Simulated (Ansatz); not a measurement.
# SnPb2O3: the cost of one run

Computed with Ansatz 0.2.0 (DFT PBE, scalar-relativistic, plane waves, PAW, unless a step's input says otherwise).

### Step 1. The starting structure

It takes space group P-3m1 (No. 164, trigonal). Conventional cell: a = 4.561 Å, b = 4.561 Å, c = 7.237 Å, α = 90.00°, β = 90.00°, γ = 120.00°. Sn (site symmetry -3m) has 6 Pb at 3.19 Å and 8 O at 3.62 to 3.66 Å in its first shell of neighbours. Around Pb (site symmetry 3m) lie 7 O at 2.74 to 3.20 Å and 3 Sn at 3.19 Å. O (site symmetry 3m) has 4 Pb at 2.74 to 2.90 Å and 3 Sn at 3.66 Å in its first shell of neighbours. O (site symmetry -3m) is surrounded by 6 O at 2.84 Å and 6 Pb at 3.20 Å and 2 Sn at 3.62 Å.

As a file:

```
CELL_PARAMETERS angstrom
4.56089 0.00000 0.00000
-2.28044 3.94984 0.00000
0.00000 0.00000 7.23718
ATOMIC_POSITIONS crystal
Sn 0.00000 0.00000 0.00000
Pb 0.33333 0.66667 0.24792
Pb 0.66667 0.33333 0.75208
O 0.33333 0.66667 0.64800
O 0.66667 0.33333 0.35200
O 0.00000 0.00000 0.50000
```

The cell is invented: species swapped into a database cell of Li3SmBi2 (P-3m1, No. 164), with O on the Li sites, Sn on the Sm sites and Pb on the Bi sites. Its size is a rough estimate.

### Step 2. The guess as it stands, on a coarse mesh

The input, input.yaml:

```yaml
crystal:
  lattice:
    - [4.56088595, 0.0, 0.0]
    - [-2.28044298, 3.9498431, 0.0]
    - [0.0, 0.0, 7.23718292]
  atoms:
    - { symbol: Sn, position: [0.0, 0.0, 0.0] }
    - { symbol: Pb, position: [0.33333333, 0.66666667, 0.24792001] }
    - { symbol: Pb, position: [0.66666667, 0.33333333, 0.75207999] }
    - { symbol: O, position: [0.33333333, 0.66666667, 0.648] }
    - { symbol: O, position: [0.66666667, 0.33333333, 0.352] }
    - { symbol: O, position: [0.0, 0.0, 0.5] }
basis:
  ecutwfc: 420
kpoints:
  mp_grid: { grid: [6, 6, 4] }
hamiltonian:
  xc: pbe
scf:
  occupations: { method: gaussian, width: 0.1 }
  lower_state_search: "off"
output:
  forces: true
  stress: true
  eigenvalues: true
```

Command:

```
$ ansatz run input.yaml --threads 1 --pin off --max-ram 2560MiB --backend cpu --events-out ev --progress --plain --runs-dir out
```

**Question.** How long does this run take on 1 thread of Intel Xeon at 2.50GHz (Skylake/Cascade Lake), shared host, and how much memory does it need?

About 14 s, with a peak of 0.45 GiB.
